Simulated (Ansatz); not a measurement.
**Ge2H3 (doublet): wave-function methods side by side at distance Ge1–H3 = 1.548 Å, cc-pVDZ**

One table from this session's results is given with a row withheld; the runs are named, their logs left out.

Program: Ansatz 0.2.0, Gaussian basis. Level of theory: cc-pVDZ, core rule «outside noble gas», up to 28 orbitals frozen. These are calculated values, not measurements.

Plan: UHF; CCSD(T) on ROHF; CCSD(T) on UHF; BCCD(T) on ROHF; CISD; CCSDT(Q) on ROHF; CCSDT(Q) on UHF; CASSCF and MRCISD+Q, 3 electrons in 3 orbitals; CASSCF and NEVPT2, 3 electrons in 3 orbitals.

25 further runs of the same task are left out: 1 for a known fault of the program, 1 for a mislabelled method, 15 that didn't finish, 8 set aside as unsound or not needed.

### The system

The geometry derives from a PBE0/def2-TZVP stationary point (not a proven minimum). One bond is set to the value named and the two fragments are kept rigid. No spin-orbit coupling is included. The filled d shell of Ge may be among the frozen orbitals whatever the setting's name suggests; the logs give the count.

5 atoms, charge 0, spin multiplicity 2.

Atoms are counted from 1 here; the program's logs count them from 0.

Bond lengths: Ge1–Ge2 2.405 Å, Ge1–H3 1.548 Å, Ge1–H4 1.548 Å, Ge2–H5 1.595 Å. Angles: Ge2–Ge1–H3 130.0°, Ge2–Ge1–H4 123.8°, H3–Ge1–H4 106.2°, Ge1–Ge2–H5 87.5°.

Set-up of the first run:

The input, in.yaml:

```yaml
crystal:
  periodic: [false, false, false]
  atoms:
    - {symbol: Ge, position_ang: [0.000000, 0.013184, 1.181237]}
    - {symbol: Ge, position_ang: [0.000000, -0.034339, -1.223364]}
    - {symbol: H, position_ang: [0.000000, 1.219299, 2.151804]}
    - {symbol: H, position_ang: [0.000000, -1.255242, 2.068613]}
    - {symbol: H, position_ang: [0.000000, 1.560523, -1.184463]}
basis:
  gaussian: {orbitals: cc-pVDZ}
magnetization: {spin_polarized: true, initial_magnetization: 1}
hamiltonian: {xc: hf}
output: {orbitals: {seedname: orbitals}}
```

The run is started by

```bash
$ ansatz run in.yaml --threads 1 --pin off --events-out ev --progress --plain --max-ram 2393MiB
```

Steps of the session up to this table: UHF; CCSD(T) on ROHF; CCSD(T) on UHF; BCCD(T) on ROHF; CISD; CCSDT(Q) on ROHF; CCSDT(Q) on UHF; CASSCF and MRCISD+Q, 3 electrons in 3 orbitals; CASSCF and NEVPT2, 3 electrons in 3 orbitals.

One table of the session follows, with a row left open; its other results are not shown here.

| method | from UCCSDT(Q) (meV) |
| --- | --- |
| ROHF | +5768.1 |
| UHF | ? |
| RMP2 | +1283.4 |
| UMP2 | +1295.0 |
| CISD | +694.4 |
| RCCSD | +218.8 |
| UCCSD | +214.9 |
| RCCSD(T) | +47.4 |
| UCCSD(T) | +46.0 |
| BCCD(T) | +46.4 |
| RCCSDT | +11.2 |
| UCCSDT | +9.3 |
| RCCSDT(Q) | +2.1 |
| UCCSDT(Q) | 0 |
| CASSCF pair | +5368.6 |
| MRCISD pair | +619.3 |
| MRCISD+Q pair | +55.6 |

Estimate the missing values for UHF.

**Answer.** from UCCSDT(Q) (meV): +5700.4. In the column «from UCCSDT(Q) (meV)» it lies between CASSCF pair (+5368.6) and ROHF (+5768.1).

Not comparable, so not listed: CASSCF and NEVPT2, 3 electrons in 3 orbitals (they don't share determinant, frozen orbitals or solution with the rows shown, or repeat one).

Limits of these values: Restricted and unrestricted rows rest on different reference determinants; where their highest levels disagree by more than a few hundredths of an eV, they describe different states and don't form one ladder. Warnings in the runs' records: passed over end.
